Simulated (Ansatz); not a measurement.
# Ta (sc type): how the settings move a single-point run

How sensitive is a single-point run of Ta (sc type) to its settings? A reference run comes first, then one run with altered input.

This is Ta in the simple cubic structure; at room conditions it is bcc.

Computed with Ansatz 0.2.0 (reference: DFT, PBEsol, all-electron LAPW, scalar-relativistic, unless a step's input says otherwise).

**1. Starting point**

Symmetry: Pm-3m, No. 221, cubic system. The conventional cell has a = 2.708 Å, b = 2.708 Å, c = 2.708 Å, α = 90.00°, β = 90.00°, γ = 90.00°. Ta (site symmetry m-3m) has 6 Ta at 2.71 Å in its first shell of neighbours.

Coordinates:

```cif
data_structure
_symmetry_space_group_name_H-M 'P 1'
_symmetry_Int_Tables_number 1
_cell_length_a 2.7081
_cell_length_b 2.7081
_cell_length_c 2.7081
_cell_angle_alpha 90.000
_cell_angle_beta 90.000
_cell_angle_gamma 90.000
_cell_volume 19.86
loop_
_atom_site_label
_atom_site_type_symbol
_atom_site_fract_x
_atom_site_fract_y
_atom_site_fract_z
_atom_site_occupancy
Ta1 Ta 0.00000 0.00000 0.00000 1
```

**2. Reference**

File input.yaml:

```yaml
crystal:
  lattice:
    - [2.7081013932, 0.0, 0.0]
    - [0.0, 2.7081013932, 0.0]
    - [0.0, 0.0, 2.7081013932]
  atoms:
    - { symbol: Ta, position: [0.0, 0.0, 0.0] }
kpoints:
  mp_grid: { grid: [14, 14, 14] }
  band_path:
    path:
      - [0.0, 0.0, 0.0]
      - [0.0, 0.5, 0.0]
      - [0.5, 0.5, 0.0]
      - [0.0, 0.0, 0.0]
      - [0.5, 0.5, 0.5]
      - [0.0, 0.5, 0.0]
      - [0.5, 0.5, 0.5]
      - [0.5, 0.5, 0.0]
    npoints: 14
scf:
  occupations: { method: fermi_dirac, width: 0.05 }
hamiltonian:
  xc: pbesol
  pseudopotentials: { kind: all_electron, lapw: { basis_error: 0.001 } }
output:
  forces: true
  stress: true
  eigenvalues: true
  populations: true
  dos: { projected: true, de: 0.2, e_range: [-14, 8] }
```

Command:

```bash
$ ansatz run input.yaml --threads 1 --pin off --max-ram 2048MiB --backend cpu --events-out ev --progress --plain --runs-dir out
```

Excerpt of the output:

```text
[...]
Basis set: ecut = 302.62489310505816 eV, 251 PW (Γ), exchange–correlation at level 2
[...]
k-points: 120 of 2744
[...]
SCF iter   1: F=—  HF=-424442.293435 eV  |F-HF|=—  |Δ(HF+E_count)|=         —  Δρ=2.54e-2  dr2=6.12e-2  ethr=1.42e-4  ⟨swp⟩=3.0  Hψ=19606  notcnv=0
preconditioner: auto → none  [metal: Δε(μ)=0.007 eV  Ē_g=24.012 eV  σ=0.050 eV  W_gap=0.03  n_scr=6 (ndim 8)  ℏωp=41.7 eV  f_vac=0.005  D(μ)=1.24/eV (n_scr^D=18)  sad-step TF]
SCF iter   2: F=—  HF=-424442.221639 eV  |F-HF|=—  |Δ(HF+E_count)|=   7.18e-2  Δρ=1.51e-2  dr2=2.05e-2  ethr=1.42e-4  ⟨swp⟩=2.0  Hψ=9823  notcnv=0
[...]
SCF iter   5: F=—  HF=-424442.211907 eV  |F-HF|=—  |Δ(HF+E_count)|=   5.43e-5  Δρ=1.55e-4  dr2=3.31e-6  ethr=7.52e-7  ⟨swp⟩=2.0  Hψ=9329  notcnv=0
SCF iter   6: F=-424442.211909 eV  HF=-424442.211909 eV  |F-HF|=4.02e-9  |Δ(HF+E_count)|=   1.47e-6  Δρ=5.23e-6  dr2=2.23e-9  ethr=7.71e-9  ⟨swp⟩=3.0  Hψ=9534  notcnv=0
[...]
SCF converged after 6 iterations
Free energy (F): -424442.211909 eV
[...]
E sigma→0 (E₀):  -424442.206362 eV
[...]
Fermi energy:    22.106713 eV
[...]
  P = ⅓ Tr σ = -0.1238 GPa (-1.238 kbar)
[...]
```

Run time: 20 s. Hardware: 1 thread of Arm Neoverse V1, shared host; peak memory 0.35 GiB.

**3. Changed: starting moments, scf.algorithm density_mixing, spin_polarized true**

Edit input.yaml of step 2 so:

```diff
@@ -6,3 +6,3 @@
   atoms:
-    - { symbol: Ta, position: [0.0, 0.0, 0.0] }
+    - { symbol: Ta, position: [0.0, 0.0, 0.0], spin: 0.2 }
 kpoints:
@@ -22,2 +22,3 @@
   occupations: { method: fermi_dirac, width: 0.05 }
+  algorithm: density_mixing
 hamiltonian:
@@ -30,2 +31,3 @@
   populations: true
-  dos: { projected: true, de: 0.2, e_range: [-14, 8] }
+magnetization:
+  spin_polarized: true
```

Command:

```bash
$ ansatz run input.yaml --threads 1 --pin off --max-ram 2048MiB --backend cpu --events-out ev --progress --plain --runs-dir out
```

What it wrote, cut to the lines that bear on the results:

```text
Ta: projections on atomic orbitals take those of the free atom 1s2 2s2 2p6 3s2 3p6 3d10 4s2 4p6 4d10 4f14 5s2 5p6 5d3 6s2, of charge +0.00 (hamiltonian.pseudopotentials.projection_atoms)
LAPW: plane waves up to 8.912 Å⁻¹, error target 1.0e-3 eV per atom; small_component_spin mean_spin; Ta in spheres of 1.354 Å, 43 of its electrons in bands, Dirac shells []
[...]
Pseudopotentials: kind: all_electron
Pseudopotential: Ta, LAPW, valence charge 43, Koelling and Harmon's equation, gaussian nucleus
Functional definition: PBEsol
[...]
Crystal: 1 atoms, lattice volume = 19.861 Å³
Basis set: ecut = 302.62489310505816 eV, 251 PW (Γ), exchange–correlation at level 2
Bands: 26, of which v1, the nominal top of the filled ones, is band 22 counted from 1 (21 counted from 0)
Symmetry: 48 space group operations
Space group: Pm-3m (ITA 221), of the structure as read, at distance tolerance 2.7e-5 Å
Magnetic group: BNS 221.92 (UNI 1594), of the structure as read, at distance tolerance 2.7e-5 Å
k-points: 120 of 2744
[...]
Starting moments: Σ|m| = 0.2 μB on 1 of 1 site
[...]
SCF iter   1: F=—  HF=-424442.233363 eV  |F-HF|=—  |Δ(HF+E_count)|=         —  Δρ=1.40e-2 (↑1.40e-2 ↓1.21e-2)  dr2=5.59e-2  dr2_m=3.56e-3  M=0.046 μB ∫|m|=0.048 μB  β_m=0.30  ethr=1.29e-4  ⟨swp⟩=3.0  Hψ=39271  notcnv=0
[...]
the basis was enlarged: its passes take 302.4 KiB over the memory plan, 2 of 2 planned eigensolver slots
[...]
SCF iter   9: F=-424442.211909 eV  HF=-424442.211909 eV  |F-HF|=3.49e-10  |Δ(HF+E_count)|=  8.73e-10  Δρ=6.67e-8 (↑3.96e-8 ↓6.67e-8)  dr2=1.12e-12  dr2_m=3.52e-13  M=-0.000 μB ∫|m|=0.000 μB  ethr=6.44e-12 (applied; sched 1.00e-12)  ⟨swp⟩=2.0  Hψ=18658  notcnv=0
WARN: the starting moments were not kept: the SCF closed with an absolute magnetisation of 7.1e-7 μB, where they sum to 0.2 μB in size (1 site). That is at most 0.1 of that sum. Measured as dr2_m measures the in/out step, that magnetisation stands 5.2e-14 eV from none, at or under the [...]
NSCF: frozen V_eff on 99 k-points
SCF converged after 9 iterations
Magnetization: -0.0000 μB (21.5000 up, 21.5000 down)
Absolute magnetization: 0.0000 μB (∫|ρ↑−ρ↓|)
Spin contamination: 0.0000 ħ² per cell (⟨S²⟩ above its minimum at these occupations)
Per-site moments (μB) at R_I (Å): [(-2.409510742040766e-7, 1.35405067642307)]
Free energy (F): -424442.211909 eV
[...]
E sigma→0 (E₀):  -424442.206362 eV
Entropy (-TS):   -0.011093 eV (-11.093 meV/atom)
Fermi energy:    22.106743 eV
[...]
--- Forces (eV/Å), atoms counted from 1 ---
  atom   1  Ta     0.00000000    -0.00000000    -0.00000000
[...]
--- Stress (GPa, compression-positive) ---
       -0.123467      -0.000000      -0.000000
       -0.000000      -0.123467       0.000000
       -0.000000       0.000000      -0.123467
  P = ⅓ Tr σ = -0.1235 GPa (-1.235 kbar)
--- Band table (eV; the first three rows and the last of 240) ---
  k-point 0 ↑: bands = ["-372.1114", "-372.1114", "-372.1114", "-193.8994", "-193.8994", "-193.8994", "-193.8636", "-193.8636", "-45.2552", "-11.1641", "-11.1641", "-11.1641", "3.0226", "3.0226", "3.0226", "3.0428", "3.0843", "3.0843", "3.0843", "14.7091", "19.3634", "19.3634", "28.4758", [...]
--- Löwdin populations: 1 site ---
  site symbol       q [e]    m [muB]
     0     Ta     72.9249    -0.0000
  spilling = 0.001028 (of n_electrons = 73.000000)
```

Wall time 49 s (1 thread of Arm Neoverse V1, shared host); peak memory 0.49 GiB.

With the changed spin polarisation and solver the energy stays within 0.5 meV/atom: no moment survives, so both runs end on the same non-magnetic state.

**4. Side by side**

| run | ending | energy change | pressure (GPa) | gap (eV) | force (eV/Å) | cycles | time |
| --- | --- | --- | --- | --- | --- | --- | --- |
| reference | converged | 0 | -0.1 | 0.00 | 0.00 | 6 | 20 s |
| 1: starting moments, scf.algorithm density_mixing, spin_polarized true | converged | 0.0 meV/atom | -0.1 | 0.00 | 0.00 | 9 | 49 s |

Times don't compare one to one where runs were asked for different outputs or read a saved state (see the inputs); cycles may leave out searches for a lower state.

Residual by cycle in the longest SCF loop of each run; runs are numbered as in the table. The quantity is the density residual dr2, in eV.

| cycle | reference | run 1 |
| --- | --- | --- |
| 1 | 0.0612 | 0.0559 |
| 2 | 0.0205 | 0.0318 |
| 3 | 0.00478 | 0.00629 |
| 4 | 3.2e-4 | 3.6e-4 |
| 5 | 3.3e-6 | 2.3e-6 |
| 6 | 2.2e-9 | 1.0e-7 |
| 7 | - | 6.6e-10 |
| 8 | - | 1.5e-11 |
| 9 | - | 1.1e-12 |

What this shows: With the changed spin polarisation and solver the energy stays within 0.5 meV/atom: no moment survives, so both runs end on the same non-magnetic state.
